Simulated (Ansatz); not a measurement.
**H₃BrO: a short trajectory**

Aim: follow the atoms for 30 steps of 0.75 fs at constant energy, with velocities drawn for 1000 K.

Method: BLYP-D4/def2-SVP; program: Ansatz 0.2.0, Gaussian basis.

## (1) The system as given

The start, a pair relaxed at PBE0-D4: SMILES `O.Br`, 5 atoms, charge 0, spin multiplicity 1.

Atoms are counted from 1 here; the program's logs count them from 0.

Bond lengths: O1–H2 0.961 Å, O1–H3 0.961 Å, Br4–H5 1.448 Å. Angles: H2–O1–H3 105.9°.

As a file:

```
O    -0.3199   -0.1156   -0.8303
H    -0.2446    0.7454   -1.2505
H     0.3218   -0.6800   -1.2698
Br    0.2745    0.0761    2.3811
H    -0.0317   -0.0259    0.9695
```

## (2) Dynamics

Contents of md/in.yaml:

```yaml
crystal:
  periodic: [false, false, false]
  atoms:
    - {symbol: O, position_ang: [-0.319866, -0.115605, -0.830283]}
    - {symbol: H, position_ang: [-0.244616, 0.745420, -1.250469]}
    - {symbol: H, position_ang: [0.321839, -0.680036, -1.269849]}
    - {symbol: Br, position_ang: [0.274464, 0.076095, 2.381053]}
    - {symbol: H, position_ang: [-0.031722, -0.025873, 0.969548]}
basis:
  gaussian: {orbitals: def2-SVP}
hamiltonian: {xc: {name: BLYP}, dispersion: d4}
md: {n_steps: 30, timestep: 0.75, temperature: 1000, ensemble: nve, seed: 321, initial_velocities: maxwell_boltzmann}
```

Run with:

```sh
$ ansatz run in.yaml --threads 2 --pin off --events-out ev --progress --plain --max-ram 5222MiB
```

Q: Predict the outcome of this session. Wanted: temperature at the start; mean temperature, second half; lowest and highest potential energy, from the first frame; largest change of potential + kinetic.

As calculated:

| quantity | value |
| --- | --- |
| length | 30 steps, 22.5 fs |
| temperature at the start | 1000 K |
| mean temperature, second half | 552 K |
| lowest and highest potential energy, from the first frame | 0 and 269 meV |
| largest change of potential + kinetic | 10.9 meV |

**Reading.** With no thermostat the total energy should stay fixed; it holds within 10.9 meV, or 5 % of the mean kinetic energy of 237 meV, more than a sound time step leaves. The instant temperature ranges from 329 to 1000 K, as energy passes between motion and strain. No bond breaks or forms, judged by distance.
